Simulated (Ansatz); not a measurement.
# LiSe+ (triplet): from Hartree-Fock to the top rungs, cc-pVDZ

Aim: climb from Hartree-Fock through coupled cluster for LiSe+ (triplet) at one geometry and basis, and see what each rung misses.

Computed with Ansatz 0.2.0, Gaussian basis. Level: cc-pVDZ, core rule «outside noble gas», up to 15 orbitals frozen.

The runs, in order: UHF; CCSD(T) on ROHF; CCSD(T) on UHF; BCCD(T) on ROHF; CISD; CCSDT(Q) on ROHF; CCSDT(Q) on UHF; CISDTQ; Full CI.

19 further runs of the same task are left out: 7 for a known fault of the program, 2 that didn't finish, 10 set aside as unsound or not needed.

## (1) The system

The geometry is a PBE0/def2-TZVP stationary point (not a proven minimum). No spin-orbit coupling is included. The filled d shell of Se may be among the frozen orbitals whatever the setting's name suggests; the logs give the count.

2 atoms, charge 1, spin multiplicity 3.

Atoms are counted from 1 here; the program's logs count them from 0.

Bond lengths: Se1–Li2 2.568 Å.

## (2) UHF

in.yaml

```yaml
crystal:
  periodic: [false, false, false]
  atoms:
    - {symbol: Se, position_ang: [0.000000, 0.000000, 0.000000]}
    - {symbol: Li, position_ang: [0.000000, 0.000000, 2.568200]}
basis:
  gaussian: {orbitals: cc-pVDZ}
total_charge: 1
magnetization: {spin_polarized: true, initial_magnetization: 2}
hamiltonian: {xc: hf}
output: {orbitals: {seedname: orbitals}}
```

Command:

```sh
ansatz run in.yaml --threads 1 --pin off --events-out ev --progress --plain --max-ram 2393MiB
```

Further steps of the session: CCSD(T) on ROHF; CCSD(T) on UHF; BCCD(T) on ROHF; CISD; CCSDT(Q) on ROHF; CCSDT(Q) on UHF; CISDTQ; Full CI.

Q: Predict the results of all the runs planned. Wanted: FCI from the RHF energy; RMP2 from FCI; UMP2 from FCI; RCCSD from FCI; RCCSD(T) from FCI; UCCSD(T) from FCI; RCCSDT(Q) from FCI; UCCSDT(Q) from FCI; T1 diagnostic.

The runs gave:

| quantity | value |
| --- | --- |
| FCI from the ROHF energy | -2.5822 eV |
| RMP2 from FCI | +10.83 kcal/mol |
| UMP2 from FCI | +11.08 kcal/mol |
| RCCSD from FCI | +1.08 kcal/mol |
| RCCSD(T) from FCI | +0.25 kcal/mol |
| UCCSD(T) from FCI | +0.07 kcal/mol |
| RCCSDT(Q) from FCI | 0.00 kcal/mol |
| UCCSDT(Q) from FCI | -0.17 kcal/mol |
| levels within 1 kcal/mol (43 meV) | UCCSD, RCCSD(T), UCCSD(T), BCCD(T), RCCSDT, UCCSDT, CISDTQ, RCCSDT(Q), UCCSDT(Q) |
| T1 diagnostic | 0.015 |
| effectively unpaired electrons | 2.02 |

**Reading.** RCCSD(T) lands +0.25 kcal/mol from the yardstick (0.4 % of the correlation energy). UCCSDT, UCCSDT(Q) fall below full CI: unrestricted runs freeze a spin-polarised core, another one than full CI's, and coupled cluster isn't variational. One determinant dominates. These misses are within one basis, not against nature; the frozen cores of restricted and unrestricted runs differ, which can shift their rows.

Levels on UHF freeze UHF's core orbitals, full CI those of ROHF, so the U rows can settle a little off it for that reason alone.

With open shells the CI space here admits some triples and quadruples, so it is larger than plain CISD.
